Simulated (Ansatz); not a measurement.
**H₃NOS₂W: small, medium and large basis sets**

One table from this session's results is given with a row withheld; the runs are named, their logs left out.

The runs use Ansatz 0.2.0, Gaussian basis; one geometry, several basis sets.

Plan: PBE0-D4/def2-SVP; ωB97M-V/def2-SVP; PBE0-D4/def2-QZVPP; ωB97M-V/def2-QZVPP; the functionals' def2-TZVPP values are taken from earlier runs.

## Structure used throughout

An earlier PBE0-D4 in a triple-zeta def2 set relaxation fixed the geometry. W takes the def2 core potential; no spin-orbit term is included.

8 atoms, charge 0, spin multiplicity 1.

Atoms are counted from 1 here; the program's logs count them from 0.

Bond lengths: N1–W2 1.923 Å, N1–H6 1.009 Å, N1–H7 1.009 Å, W2–O3 1.880 Å, W2–S4 2.128 Å, W2–S5 2.126 Å, O3–H8 0.960 Å. Angles: W2–N1–H6 123.7°, W2–N1–H7 123.6°, H6–N1–H7 112.1°, N1–W2–O3 110.2°, N1–W2–S4 107.7°, N1–W2–S5 107.7°, O3–W2–S4 108.7°, O3–W2–S5 110.3°, S4–W2–S5 112.2°, W2–O3–H8 122.3°.

The first run:

Contents of in.yaml:

```yaml
crystal:
  periodic: [false, false, false]
  atoms:
    - {symbol: N, position_ang: [-0.890546, 0.896865, 0.703776]}
    - {symbol: W, position_ang: [0.110992, -0.220384, -0.498359]}
    - {symbol: O, position_ang: [1.006707, -1.566973, 0.460717]}
    - {symbol: S, position_ang: [-1.269412, -1.135671, -1.834071]}
    - {symbol: S, position_ang: [1.510715, 1.016306, -1.514630]}
    - {symbol: H, position_ang: [-0.542909, 1.764665, 1.082905]}
    - {symbol: H, position_ang: [-1.865308, 0.751412, 0.919474]}
    - {symbol: H, position_ang: [1.939762, -1.506220, 0.680188]}
basis:
  gaussian: {orbitals: def2-SVP}
hamiltonian: {xc: pbe0, dispersion: d4}
output: {orbitals: {seedname: orbitals}}
```

On the command line:

```
$ ansatz run in.yaml --threads 4 --pin off --events-out ev --progress --plain --max-ram 10444MiB
```

Among the steps run: PBE0-D4 in def2-SVP; ωB97M-V in def2-SVP; PBE0-D4 in def2-QZVPP; ωB97M-V in def2-QZVPP.

One of the session's tables, all rows but one given; the rest of the session is left out.

```
functional       basis  HOMO (eV)  LUMO (eV)
   PBE0-D4    def2-SVP      -7.14      -2.53
   PBE0-D4  def2-TZVPP      -7.15      -2.56
   PBE0-D4  def2-QZVPP      -7.17      -2.60
   ωB97M-V    def2-SVP      -9.09      -0.50
   ωB97M-V  def2-TZVPP      -9.13      -0.57
   ωB97M-V  def2-QZVPP          ?          ?
```

Q: Estimate the row for ωB97M-V, def2-QZVPP from the others.

As computed: HOMO (eV): -9.17; LUMO (eV): -0.64. In the column «HOMO (eV)» it is the lowest.
